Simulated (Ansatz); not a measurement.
# Ga4Sb3P: the cost of one run

Code: Ansatz 0.2.0. PAW datasets, plane waves. These are computed values for a spin-unpolarised cell that may be hypothetical; none is a measurement.

### 1 The system as given

The cell was relaxed beforehand with r2SCAN.

The symmetry is Cm (No. 8, monoclinic); a = 15.654 Å, b = 4.208 Å, c = 7.277 Å, β = 117.6° in the conventional setting, 26.55 Å³ an atom. Around P lie 4 Ga at 2.42–2.49 Å; around Sb lie 4 Ga at 2.59–2.67 Å; around Ga lie 1 P at 2.43 Å and 3 Sb at 2.63–2.64 Å; around Ga lie 1 P at 2.42 Å and 3 Sb at 2.63–2.67 Å; around Sb lie 4 Ga at 2.60–2.68 Å.

As a file:

```cif
data_structure
_symmetry_space_group_name_H-M 'P 1'
_symmetry_Int_Tables_number 1
_cell_length_a 8.1138
_cell_length_b 8.1138
_cell_length_c 7.2774
_cell_angle_alpha 116.724
_cell_angle_beta 116.724
_cell_angle_gamma 30.058
_cell_volume 212.37
loop_
_atom_site_label
_atom_site_type_symbol
_atom_site_fract_x
_atom_site_fract_y
_atom_site_fract_z
_atom_site_occupancy
P1 P 0.00004 0.00004 0.66416 1
Sb1 Sb 0.74646 0.74646 0.07769 1
Ga1 Ga 0.17503 0.17503 0.83832 1
Ga2 Ga 0.93860 0.93860 0.29130 1
Sb2 Sb 0.50037 0.50037 0.17047 1
Sb3 Sb 0.25481 0.25481 0.58857 1
Ga3 Ga 0.68814 0.68814 0.35664 1
Ga4 Ga 0.44655 0.44655 0.76286 1
```

### 2 Band structure with PBE

Input file input.yaml:

```yaml
crystal:
  lattice:
    - [7.8361988246, -2.1039888543, 0.0313646152]
    - [7.8361988246, 2.1039888543, 0.0313646152]
    - [-3.4143124648, 0.0, 6.4267848775]
  atoms:
    - { symbol: P, position: [3.68403e-05, 3.68403e-05, 0.6641558217] }
    - { symbol: Sb, position: [0.7464557884, 0.7464557884, 0.0776875525] }
    - { symbol: Ga, position: [0.1750344693, 0.1750344693, 0.8383212945] }
    - { symbol: Ga, position: [0.9385967956, 0.9385967956, 0.2913030461] }
    - { symbol: Sb, position: [0.5003735257, 0.5003735257, 0.1704681079] }
    - { symbol: Sb, position: [0.254808871, 0.254808871, 0.5885652458] }
    - { symbol: Ga, position: [0.6881431498, 0.6881431498, 0.3566352653] }
    - { symbol: Ga, position: [0.4465505598, 0.4465505598, 0.7628636662] }
kpoints:
  mp_grid: { grid: [6, 6, 4] }
  band_path:
    path:
      - [[0.0, 0.0, 0.0], [0.2730112600017, -0.2730112600017, -5.227426781199e-18]]
      - [[0.7269887399983, 0.2730112600017, -3.828988943813e-17], [0.5, 0.5, -3.828988943813e-17], [0.0, 0.0, 0.0], [-5.586353914952e-17, -5.533832619553e-17, 0.5], [0.2499364675059, -0.2499364675059, 0.5]]
      - [[-0.2499364675059, -0.7500635324941, 0.5], [-0.5, -0.5, 0.5], [0.0, 0.0, 0.0]]
      - [[-3.857767016452e-17, -0.5, 0.5], [0.0, 0.0, 0.0], [0.5, 4.000948163492e-18, -1.914494471906e-17]]
    npoints: 10
hamiltonian:
  xc: pbe
scf:
  occupations: { method: fermi_dirac, width: 0.02 }
  n_extra_bands: 6
output:
  forces: true
  stress: true
  eigenvalues: true
```

Command:

```
> ansatz run input.yaml --threads 4 --pin off --max-ram 6451MiB --backend cpu --events-out ev --progress --plain --runs-dir out
```

What time and memory should one allow on 4 threads of Arm Neoverse V2, shared host?

About 29 s, with a peak of 1 GiB.
